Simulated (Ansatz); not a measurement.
# CHGaP+ (quintet): the correlation ladder, cc-pVDZ

Aim: climb from Hartree-Fock through coupled cluster for CHGaP+ (quintet) at one geometry and basis, and see what each rung misses.

Computed with Ansatz 0.2.0, Gaussian basis. Level: cc-pVDZ, core rule «outside noble gas», up to 20 orbitals frozen.

To be run: UHF; CCSD(T) on ROHF; CCSD(T) on UHF; BCCD(T) on ROHF; CISD as a restricted active space (open shells left free, so some higher excitations enter); CCSDT(Q) on ROHF; CCSDT(Q) on UHF.

37 further runs of the same task are left out: 10 for a known fault of the program, 13 that didn't finish, 14 set aside as unsound or not needed. Runs told in other sessions of the task aren't counted.

**1. The system**

The geometry is a PBE0/def2-TZVP stationary point (not a proven minimum) of the parent state, kept for this charge and spin. No spin-orbit coupling is included. The filled d shell of Ga may be among the frozen orbitals whatever the setting's name suggests.

4 atoms, charge 1, spin multiplicity 5.

Atoms are counted from 1 here; the program's logs count them from 0.

Bond lengths: C1–P2 1.776 Å, C1–Ga3 1.986 Å, C1–H4 1.090 Å, P2–Ga3 2.355 Å. Angles: P2–C1–Ga3 77.3°, P2–C1–H4 132.5°, Ga3–C1–H4 119.0°, C1–P2–Ga3 55.3°, C1–Ga3–P2 47.4°.

Geometry (Å):

```xyz
4
charge 1, multiplicity 5
C    -0.1287    1.2023    0.7039
P     0.0170   -0.3648    1.5276
Ga    0.0074   -0.0753   -0.8100
H     0.4990    2.0931    0.7011
```

**2. UHF**

Input file in.yaml:

```yaml
crystal:
  periodic: [false, false, false]
  atoms:
    - {symbol: C, position_ang: [-0.128658, 1.202292, 0.703925]}
    - {symbol: P, position_ang: [0.017018, -0.364809, 1.527579]}
    - {symbol: Ga, position_ang: [0.007389, -0.075306, -0.810008]}
    - {symbol: H, position_ang: [0.499012, 2.093070, 0.701104]}
basis:
  gaussian: {orbitals: cc-pVDZ}
total_charge: 1
magnetization: {spin_polarized: true, initial_magnetization: 4}
hamiltonian: {xc: hf}
output: {orbitals: {seedname: orbitals}}
```

On the command line:

```console
> ansatz run in.yaml --threads 1 --pin off --events-out ev --progress --plain --max-ram 2393MiB
```

The runs that follow: CCSD(T) on ROHF; CCSD(T) on UHF; BCCD(T) on ROHF; CISD as a restricted active space (open shells left free, so some higher excitations enter); CCSDT(Q) on ROHF; CCSDT(Q) on UHF.

Before running them: what should the planned runs give, taken together? Wanted: UCCSDT(Q) from the RHF energy; RMP2 from UCCSDT(Q); UMP2 from UCCSDT(Q); RCCSD from UCCSDT(Q); RCCSD(T) from UCCSDT(Q); UCCSD(T) from UCCSDT(Q); RCCSDT(Q) from UCCSDT(Q); T1 diagnostic.

**Answer**, as computed:

| quantity | value |
| --- | --- |
| UCCSDT(Q) from the ROHF energy | -7.3747 eV |
| RMP2 from UCCSDT(Q) | +28.12 kcal/mol |
| UMP2 from UCCSDT(Q) | +30.97 kcal/mol |
| RCCSD from UCCSDT(Q) | +7.90 kcal/mol |
| RCCSD(T) from UCCSDT(Q) | +1.61 kcal/mol |
| UCCSD(T) from UCCSDT(Q) | +1.42 kcal/mol |
| RCCSDT(Q) from UCCSDT(Q) | +0.29 kcal/mol |
| levels within 1 kcal/mol (43 meV) | RCCSDT, UCCSDT, RCCSDT(Q) |
| T1 diagnostic | 0.027 |

RCCSD(T) lands +1.61 kcal/mol from the yardstick (0.9 % of the correlation energy). These misses are within one basis, not against nature; the frozen cores of restricted and unrestricted runs differ, which can shift their rows.
